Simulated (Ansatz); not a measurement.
# C3H11AlOSi: the cost of one run

Method: RKS PBE-D4/STO-3G, in Ansatz 0.2.0.

## 1. The structure to begin with

Bond lengths (14 of 16 bonds, heavy atoms first): C1–Al2 1.951 Å, Al2–C3 1.972 Å, C3–O4 1.363 Å, O4–Si5 1.670 Å, Si5–C6 1.858 Å, C1–H7 1.071 Å, C1–H8 1.118 Å, C1–H9 1.135 Å, Al2–H10 1.609 Å, C3–H11 1.102 Å, C3–H12 1.163 Å, Si5–H13 1.427 Å, Si5–H14 1.512 Å, C6–H15 1.099 Å. Angles (14 of 28 angles, heavy atoms first): C1–Al2–C3 119.5°, Al2–C3–O4 113.2°, C3–O4–Si5 114.3°, O4–Si5–C6 110.5°, C1–Al2–H10 120.4°, C3–Al2–H10 120.1°, Al2–C1–H7 112.9°, Al2–C1–H8 109.2°, Al2–C1–H9 108.3°, Al2–C3–H11 107.7°, Al2–C3–H12 108.0°, O4–C3–H11 110.5°, O4–C3–H12 109.6°, O4–Si5–H13 110.0°.

The coordinates stand in the first input below.

## 2. Preparing the start

input.yaml reads:

```yaml
crystal:
  periodic: [false, false, false]
  atoms:
    - { symbol: C, position_ang: [-2.0323, -2.2053, -1.2074] }
    - { symbol: Al, position_ang: [-0.9705, -2.1579, 0.4291] }
    - { symbol: C, position_ang: [0.3034, -0.6813, 0.7185] }
    - { symbol: O, position_ang: [-0.2948, 0.5432, 0.7597] }
    - { symbol: Si, position_ang: [0.7646, 1.8188, 0.9568] }
    - { symbol: C, position_ang: [1.4836, 2.3249, -0.6804] }
    - { symbol: H, position_ang: [-1.8507, -3.0814, -1.7957] }
    - { symbol: H, position_ang: [-3.1153, -2.1091, -0.9469] }
    - { symbol: H, position_ang: [-1.8256, -1.2554, -1.7929] }
    - { symbol: H, position_ang: [-1.1197, -3.3215, 1.5309] }
    - { symbol: H, position_ang: [1.0498, -0.7184, -0.0917] }
    - { symbol: H, position_ang: [0.8593, -0.8786, 1.7206] }
    - { symbol: H, position_ang: [1.7961, 1.4599, 1.8756] }
    - { symbol: H, position_ang: [0.0364, 2.9979, 1.5614] }
    - { symbol: H, position_ang: [0.663, 2.5821, -1.3648] }
    - { symbol: H, position_ang: [2.049, 1.4858, -1.0882] }
    - { symbol: H, position_ang: [2.1846, 3.1959, -0.5444] }
basis:
  gaussian: { orbitals: STO-3G }
hamiltonian:
  xc: pbe
  dispersion: d4
relax:
  f_tol: 0.02
  max_steps: 40
scf:
  lower_state_search: "off"
```

On the command line:

```bash
ansatz run input.yaml --threads 1 --pin off --max-ram 2048MiB --backend cpu --events-out ev --progress --plain --runs-dir out
```

What time and memory should one allow on 1 thread of Arm Neoverse V1, shared host?

About 1.9 min, with a peak of 0.14 GiB.
